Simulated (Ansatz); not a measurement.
Run this with Ansatz 0.2.0, Python API and show what comes out.

Script `c2h3bo.py`:
```python
"""Dispersion corrections for C2H3BO."""

import ansatz as az
from ase import Atoms

BASIS_SET = "def2-SVP"


def main() -> None:
    atoms = Atoms(["O", "C", "C", "B", "H", "H", "H"], positions=[
        (-1.7187, 0.2947, -0.0602),
        (-0.4258, 0.0332, 0.0875),
        (0.5843, -0.4469, 0.8864),
        (1.0271, 0.0029, -0.4847),
        (-2.0987, 0.7119, -0.9668),
        (0.9437, -0.8368, 1.8471),
        (1.7493, 0.173, -1.355),
    ])
    system = az.Crystal.molecule_from_ase(atoms)

    calc = system.calculation().basis(gaussian=BASIS_SET)
    for name in ["pbe0", "revpbe"]:
        for correction in ("d3bj", "d4"):
            report = calc.functional(name, dispersion=correction).run().report
            print(f"{name:8s} {correction:5s} total {report['free_energy_ev']:.5f} eV, of which dispersion {1000 * report['dispersion']['energy']['ev']:.2f} meV")


if __name__ == "__main__":
    main()
```

```console
$ python c2h3bo.py
pbe0     d3bj  total -4834.52984 eV, of which dispersion -85.80 meV
pbe0     d4    total -4834.52626 eV, of which dispersion -82.22 meV
revpbe   d3bj  total -4839.19563 eV, of which dispersion -262.72 meV
revpbe   d4    total -4839.27682 eV, of which dispersion -343.92 meV
```

Reading the output:
- Total energies depend on the basis set; only differences at equal settings carry meaning.
- The geometry is a force-field or estimated start, not a minimum of this method, and the basis set is short of its limit. D4 holds the three-body term, and d3bj doesn't.
- Wall time of the script: 5 s on 1 thread of Arm Neoverse V1 (shared host), peak memory 0.19 GiB.

(Lines on the test bed's own set-up are left out of the output.)
